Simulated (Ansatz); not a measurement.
TiPd:

```
Pd Ti
1.0
     3.18000    0.00000    0.00000
     0.00000    3.18000    0.00000
     0.00000    0.00000    3.18000
Pd Ti
1 1
Direct
  0.00000 0.00000 0.00000
  0.50000 0.50000 0.50000
```

| Property | Result |
| --- | --- |
| Program | Ansatz 0.2.0 |
| Task | relaxation of cell and atoms |
| Functional | RPBE |
| Potentials or basis | all-electron LAPW, scalar-relativistic |
| Basis error allowed | 0.001 eV/atom |
| k mesh | 8 × 8 × 8 |
| Occupations | fermi-dirac, width 0.05 eV |
| Spin | no spin polarisation |

At the start: volume 16.08 Å³/atom.

**Question.** How do energy, volume and symmetry change on relaxing?

**Answer.** Over 5 steps the energy falls by 3.5 meV/atom and the volume is 16.44 Å³/atom (+2.2 %); space group Pm-3m (No. 221, to 0.05 Å).

The path:
```csv
step,energy change (eV),largest force (eV/Å),volume (Å³)
1,0.0000,0.0000,32.16
2,-0.0010,0.0000,33.55
3,-0.0070,0.0000,32.90
4,-0.0070,0.0000,32.87
5,-0.0070,0.0000,32.87
```

Final structure:
```
Pd Ti
1.0
     3.20333    0.00000    0.00000
     0.00000    3.20333    0.00000
     0.00000    0.00000    3.20333
Pd Ti
1 1
Direct
  0.00000 0.00000 0.00000
  0.50000 0.50000 0.50000
```
